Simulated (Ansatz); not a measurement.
# MgAg2F6: the cost of one run

Program: Ansatz 0.2.0. Level of theory: DFT PBE, scalar-relativistic, plane waves, PAW. These are calculated values, not measurements.

3 further runs of the same task are left out: 2 that didn't finish, 1 set aside as unsound or not needed.

## 1. The structure to begin with

The structure is cubic, space group Fm-3m (No. 225). Conventional cell: a = 8.067 Å, b = 8.067 Å, c = 8.067 Å, α = 90.00°, β = 90.00°, γ = 90.00°. Mg (site symmetry m-3m) is surrounded by 6 F at 1.81 Å. Ag (site symmetry -43m) is surrounded by 12 F at 2.86 Å. F (site symmetry 4mm) is surrounded by 1 Mg at 1.81 Å.

Structure file:

```cif
data_structure
_symmetry_space_group_name_H-M 'Fm-3m'
_symmetry_Int_Tables_number 225
_cell_length_a 8.0672
_cell_length_b 8.0672
_cell_length_c 8.0672
_cell_angle_alpha 90.000
_cell_angle_beta 90.000
_cell_angle_gamma 90.000
_cell_volume 525.01
loop_
_atom_site_label
_atom_site_type_symbol
_atom_site_symmetry_multiplicity
_atom_site_Wyckoff_symbol
_atom_site_fract_x
_atom_site_fract_y
_atom_site_fract_z
_atom_site_occupancy
Mg1 Mg 4 a 0.00000 0.00000 0.00000 1
Ag1 Ag 8 c 0.25000 0.75000 0.75000 1
F1 F 24 e 0.22485 0.00000 0.00000 1
```

The cell is invented: species swapped into a database cell of Tl2CrF6 (Fm-3m, No. 225), with Mg on the Cr sites and Ag on the Tl sites. Lengths come from tabulated atomic sizes and are only a guess.

## 2. A first look at the guess

Input file input.yaml:

```yaml
crystal:
  lattice:
    - [0.0, 4.03360111, 4.03360111]
    - [4.03360111, 0.0, 4.03360111]
    - [4.03360111, 4.03360111, 0.0]
  atoms:
    - { symbol: Mg, position: [0.0, 0.0, 0.0] }
    - { symbol: Ag, position: [0.25, 0.25, 0.25] }
    - { symbol: Ag, position: [0.75, 0.75, 0.75] }
    - { symbol: F, position: [0.775149, 0.224851, 0.224851] }
    - { symbol: F, position: [0.224851, 0.775149, 0.775149] }
    - { symbol: F, position: [0.224851, 0.775149, 0.224851] }
    - { symbol: F, position: [0.775149, 0.224851, 0.775149] }
    - { symbol: F, position: [0.224851, 0.224851, 0.775149] }
    - { symbol: F, position: [0.775149, 0.775149, 0.224851] }
basis:
  ecutwfc: 420
kpoints:
  mp_grid: { grid: [4, 4, 4] }
hamiltonian:
  xc: pbe
scf:
  occupations: { method: gaussian, width: 0.1 }
  lower_state_search: "off"
output:
  forces: true
  stress: true
  eigenvalues: true
```

Started as:

```bash
$ ansatz run input.yaml --threads 1 --pin off --max-ram 2048MiB --backend cpu --events-out ev --progress --plain --runs-dir out
```

**Question.** How long does this run take on 1 thread of Arm Neoverse V1, shared host, and how much memory does it need?

About 3.7 s, with a peak of 0.38 GiB.
